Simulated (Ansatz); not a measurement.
# NaRuS2: the cost of one run

Computed with Ansatz 0.2.0 (DFT PBE+U (U_eff = 3 eV on Ru d), plane waves, PAW, unless a step's input says otherwise).

## 1. The system as given

It takes space group R-3m (No. 166, trigonal). Conventional cell: a = 3.711 Å, b = 3.711 Å, c = 20.208 Å, α = 90.00°, β = 90.00°, γ = 120.00°. Na (site symmetry -3m) has 6 S at 2.95 Å in its first shell of neighbours. Ru (site symmetry -3m) is surrounded by 6 S at 2.53 Å. S (site symmetry 3m) has 3 Ru at 2.53 Å and 3 Na at 2.95 Å in its first shell of neighbours.

As a file:

```cif
data_structure
_symmetry_space_group_name_H-M 'R-3m:H'
_symmetry_Int_Tables_number 166
_cell_length_a 3.7110
_cell_length_b 3.7110
_cell_length_c 20.2083
_cell_angle_alpha 90.000
_cell_angle_beta 90.000
_cell_angle_gamma 120.000
_cell_volume 241.01
loop_
_atom_site_label
_atom_site_type_symbol
_atom_site_symmetry_multiplicity
_atom_site_Wyckoff_symbol
_atom_site_fract_x
_atom_site_fract_y
_atom_site_fract_z
_atom_site_occupancy
Na1 Na 3 b 0.33333 0.66667 0.16667 1
Ru1 Ru 3 a 0.00000 0.00000 0.00000 1
S1 S 6 c 0.00000 0.00000 0.26670 1
```

Magnetic order typed: ferromagnetic.

## 2. From atoms, symmetry kept, no search

Input file input.yaml:

```yaml
crystal:
  lattice:
    - [1.85548065, 1.07126225, 6.73610279]
    - [-1.85548065, 1.07126225, 6.73610279]
    - [0.0, -2.1425245, 6.73610279]
  atoms:
    - { symbol: Na, position: [0.5, 0.5, 0.5] }
    - { symbol: Ru, position: [0.0, 0.0, 0.0], spin: 5.0 }
    - { symbol: S, position: [0.2667, 0.2667, 0.2667] }
    - { symbol: S, position: [0.7333, 0.7333, 0.7333] }
basis:
  ecutwfc: 420
  ecutrho_ratio: 4
kpoints:
  mp_grid: { grid: [6, 6, 6] }
hamiltonian:
  xc: pbe
  hubbard: { sites: [{ site: 1, l: d, u_eff: 3.0 }] }
scf:
  occupations: { method: gaussian, width: 0.05 }
  lower_state_search: "off"
  max_iter: 150
output:
  forces: true
  stress: true
  eigenvalues: true
  populations: true
  hubbard: { sites: [{ site: 1, l: d }] }
magnetization:
  spin_polarized: true
```

Run with:

```console
$ ansatz run input.yaml --threads 2 --pin off --max-ram 3072MiB --backend cpu --events-out ev --progress --plain --runs-dir out
```

**Question.** How long does this run take on 2 threads of Intel Xeon Platinum 8488C (Sapphire Rapids), shared host, and how much memory does it need?

About 7.4 s, with a peak of 0.5 GiB.
